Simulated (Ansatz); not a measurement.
# BrH2Si: the cost of one run

The runs use Ansatz 0.2.0, Gaussian basis; cc-pVDZ, all electrons in the functionals, frozen cores in the correlation of double hybrids and RPA.

To be run: wB97M-V, B2PLYP, at 1.321 Å; 1.421 Å; 1.536 Å; 1.652 Å; 1.767 Å; 1.883 Å; 1.999 Å; 2.114 Å; 2.230 Å.

10 further runs of the same task are left out: 8 that didn't finish, 2 set aside as unsound or not needed.

## (1) What is computed

The geometry derives from fragments relaxed apart (PBE0/def2-TZVP) and kept rigid, so it is no stationary point. A hydrogen atom is moved between rigid fragments. No spin-orbit coupling is included. The filled d shell of Br may be among the frozen orbitals whatever the setting's name suggests; the logs give the count.

4 atoms, charge 0, spin multiplicity 2.

Atoms are counted from 1 here; the program's logs count them from 0.

Bond lengths: Br1–H2 1.421 Å, Si3–H4 1.532 Å.

Coordinates:

```xyz
4
charge 0, multiplicity 2
Br   -2.2893    0.3699    0.0000
H    -0.8687    0.3699    0.0000
Si    1.3807    0.3699    0.0000
H     1.7772   -1.1096    0.0000
```

No dispersion term is added; wB97M-V holds VV10 nonlocal correlation.

The geometry shown and the zero of energy belong to the point 1.421 Å. The yardstick, UCCSDT(Q), and other wave-function levels (R restricted, U unrestricted, valence and pair active spaces) come from earlier runs.

## (2) wB97M-V, 1.321 Å

The input, in.yaml:

```yaml
crystal:
  periodic: [false, false, false]
  atoms:
    - {symbol: Br, position_ang: [-2.264359, 0.369878, 0.000000]}
    - {symbol: H, position_ang: [-0.943359, 0.369878, 0.000000]}
    - {symbol: Si, position_ang: [1.405641, 0.369878, 0.000000]}
    - {symbol: H, position_ang: [1.802076, -1.109635, 0.000000]}
basis:
  gaussian: {orbitals: cc-pVDZ}
magnetization: {spin_polarized: true, initial_magnetization: 1}
hamiltonian: {xc: {name: wB97M-V}}
output: {forces: true, orbitals: {seedname: orbitals}}
```

Started as:

```console
ansatz run in.yaml --threads 1 --pin off --events-out ev --progress --plain --max-ram 2393MiB
```

Q: Estimate wall time and peak memory on 1 thread of Arm Neoverse V1, shared host.

About 24 s, with a peak of 0.26 GiB.
